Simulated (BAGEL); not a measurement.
# HF/def2-SVPD (density fitting with qzvpp-jkfit) run of CuH2BrO (SMILES [OH2+][Cu-][Br])

Aim: the vertical electron affinity of CuH2BrO at HF/def2-SVPD (density fitting with qzvpp-jkfit), from 2 runs. 

Program for the calculation: BAGEL 1.2.2.

11 further runs of the same task are left out: 8 that didn't finish, 3 set aside as unsound or not needed.

**1. The system as given**

CuH2BrO has 5 atoms, charge 0, and is taken as a singlet. As SMILES, `[OH2+][Cu-][Br]`. The coordinates come from a PBE0-D4/def2-TZVP relaxation. This is one conformer, not always the lowest.

Bond lengths: O1–Cu2 1.966 Å, Cu2–Br3 2.204 Å, O1–H4 0.962 Å, O1–H5 0.962 Å. Angles: O1–Cu2–Br3 179.2°, Cu2–O1–H4 115.5°, Cu2–O1–H5 115.5°, H4–O1–H5 107.1°.

**2. The energy at HF/def2-SVPD (density fitting with qzvpp-jkfit)**

The input, calc.json:

```json
{ "bagel": [

{
  "title": "molecule",
  "basis": "def2-svpd.json",
  "df_basis": "qzvpp-jkfit",
  "angstrom": "true",
  "geometry": [
    { "atom": "O", "xyz": [   -0.686600,    0.719300,   -0.367700 ] },
    { "atom": "Cu", "xyz": [    0.704500,   -0.400800,    0.454100 ] },
    { "atom": "Br", "xyz": [    2.253500,   -1.680400,    1.359400 ] },
    { "atom": "H", "xyz": [   -1.593400,    0.469800,   -0.164100 ] },
    { "atom": "H", "xyz": [   -0.628000,    0.818300,   -1.323100 ] }
  ]
},
{
  "title": "hf"
},
{
  "title": "print",
  "file": "orbitals.molden",
  "orbitals": "true"
}

]}
```

The basis set def2-SVPD is read from a file made from the Basis Set Exchange's data (not shown).

The run is started by

```
BAGEL_NUM_THREADS=1 BAGEL calc.json > calc.out
```

Standard output:

```text
* using 1 threads per process

  ===============================================================
  ===============================================================

  *** Geometry ***

  { "atom" : "O", "xyz" : [     -1.297486,      1.359280,     -0.694852 ] },
  { "atom" : "Cu", "xyz" : [      1.331312,     -0.757402,      0.858125 ] },
  { "atom" : "Br", "xyz" : [      4.258498,     -3.175496,      2.568894 ] },
  { "atom" : "H", "xyz" : [     -3.011090,      0.887793,     -0.310104 ] },
  { "atom" : "H", "xyz" : [     -1.186748,      1.546363,     -2.500297 ] },

  Number of auxiliary basis functions:      643

  Since a DF basis is specified, we compute 2- and 3-index integrals:
    o Being stored without compression. Storage requirement is 0.067 GB

  Number of basis functions:      114
  Number of electrons      :       74

    * METHOD: MOLECULE                             0.36

  *** RHF ***

  === Nuclear Repulsion ===
   370.9112748985

      * DIIS with orbital gradients will be used.

  === RHF iteration (def2-svpd.json) ===
      0      -4286.31149617          0.02432087           0.18
      1      -4285.32894607          0.04865150           0.18
      2      -4286.85625400          0.00496510           0.17
      3      -4286.86913269          0.00141187           0.18
      4      -4286.87130217          0.00038666           0.19
      5      -4286.87153799          0.00010954           0.16
      6      -4286.87156080          0.00003245           0.17
      7      -4286.87156286          0.00001465           0.20
      8      -4286.87156324          0.00000605           0.17
      9      -4286.87156331          0.00000305           0.17
     10      -4286.87156333          0.00000151           0.17
     11      -4286.87156334          0.00000091           0.17
     12      -4286.87156334          0.00000037           0.17
     13      -4286.87156334          0.00000015           0.17
     14      -4286.87156334          0.00000007           0.17
     15      -4286.87156334          0.00000004           0.18
     16      -4286.87156334          0.00000002           0.17
     17      -4286.87156334          0.00000001           0.17
     18      -4286.87156334          0.00000001           0.17
    * SCF iteration converged.

    * Permanent dipole moment:
           (    2.804754,    -1.723708,     1.817697) a.u.

    * METHOD: HF                                   3.64

    * METHOD: PRINT                                0.01

  ===============================================================
```

It took 4.5 s on 1 thread of Intel Xeon 6975P-C (Granite Rapids), shared host; peak memory 0.23 GiB.

**3. The doublet anion, same level**

The input, input.json:

```json
{ "bagel": [

{
  "title": "molecule",
  "basis": "def2-svpd.json",
  "df_basis": "qzvpp-jkfit",
  "angstrom": "true",
  "geometry": [
    { "atom": "O", "xyz": [   -0.686600,    0.719300,   -0.367700 ] },
    { "atom": "Cu", "xyz": [    0.704500,   -0.400800,    0.454100 ] },
    { "atom": "Br", "xyz": [    2.253500,   -1.680400,    1.359400 ] },
    { "atom": "H", "xyz": [   -1.593400,    0.469800,   -0.164100 ] },
    { "atom": "H", "xyz": [   -0.628000,    0.818300,   -1.323100 ] }
  ]
},
{
  "title": "uhf",
  "charge": -1,
  "nopen": 1
},
{
  "title": "print",
  "file": "orbitals.molden",
  "orbitals": "true"
}

]}
```

The basis set def2-SVPD is read from a file made from the Basis Set Exchange's data (not shown).

The run is started by

```
BAGEL_NUM_THREADS=1 BAGEL input.json > input.out
```

Standard output:

```text
* using 1 threads per process

  ===============================================================
  ===============================================================

  *** Geometry ***

  { "atom" : "O", "xyz" : [     -1.297486,      1.359280,     -0.694852 ] },
  { "atom" : "Cu", "xyz" : [      1.331312,     -0.757402,      0.858125 ] },
  { "atom" : "Br", "xyz" : [      4.258498,     -3.175496,      2.568894 ] },
  { "atom" : "H", "xyz" : [     -3.011090,      0.887793,     -0.310104 ] },
  { "atom" : "H", "xyz" : [     -1.186748,      1.546363,     -2.500297 ] },

  Number of auxiliary basis functions:      643

  Since a DF basis is specified, we compute 2- and 3-index integrals:
    o Being stored without compression. Storage requirement is 0.067 GB

  Number of basis functions:      114
  Number of electrons      :       74

    * METHOD: MOLECULE                             0.49

  *** Open-shell HF ***

  === Nuclear Repulsion ===
   370.9112748985

      * DIIS with orbital gradients will be used.

  === UHF iteration (def2-svpd.json) ===
      0      -4286.12587152          0.05235100           0.43
      1      -4253.06590475          0.24004798           0.35
      2      -4252.03357791          0.22253544           0.35
      3      -4283.74949527          0.10461369           0.45
      4      -4286.78725320          0.01190229           0.36
      5      -4286.84997579          0.00341104           0.36
      6      -4286.85561273          0.00225296           0.35
      7      -4286.85751729          0.00071993           0.36
      8      -4286.85831390          0.00032782           0.34
      9      -4286.85851134          0.00012935           0.34
     10      -4286.85853458          0.00007142           0.35
     11      -4286.85855211          0.00003361           0.35
     12      -4286.85855611          0.00001461           0.34
     13      -4286.85855763          0.00000552           0.34
     14      -4286.85855793          0.00000298           0.36
     15      -4286.85855806          0.00000217           0.35
     16      -4286.85855812          0.00000102           0.45
     17      -4286.85855814          0.00000069           0.36
     18      -4286.85855815          0.00000044           0.36
     19      -4286.85855815          0.00000023           0.34
     20      -4286.85855815          0.00000010           0.35
     21      -4286.85855815          0.00000006           0.35
     22      -4286.85855815          0.00000005           0.34
     23      -4286.85855815          0.00000002           0.35
     24      -4286.85855815          0.00000001           0.40
     25      -4286.85855815          0.00000001           0.46
    * SCF iteration converged.

    * S^2 (UHF) is 0.7517

    * Permanent dipole moment:
           (   -0.935355,     0.493186,    -0.630819) a.u.

    * METHOD: UHF                                 10.02

    * METHOD: PRINT                                0.02

  ===============================================================
```

Run time: 11 s. Hardware: 1 thread of Intel Xeon 6975P-C (Granite Rapids), shared host; peak memory 0.23 GiB.

**4. What came out**

Level: HF/def2-SVPD (density fitting with qzvpp-jkfit).

```
                                         quantity           value
                    singlet CuH2BrO: total energy  -4286.87156 Eh
                   singlet CuH2BrO: dipole moment          9.56 D
                     singlet CuH2BrO: HOMO energy        -9.31 eV
                     singlet CuH2BrO: LUMO energy         0.48 eV
                   singlet CuH2BrO: HOMO–LUMO gap         9.79 eV
                      doublet anion: total energy  -4286.85856 Eh
                              doublet anion: ⟨S²⟩           0.752
vertical electron affinity (to the doublet anion)       -0.354 eV
```

The anion lies 0.35 eV (8.2 kcal/mol) above the neutral: the electron isn't bound at this level, and such a value depends on the basis. Hartree–Fock misses the correlation that binds many anions.
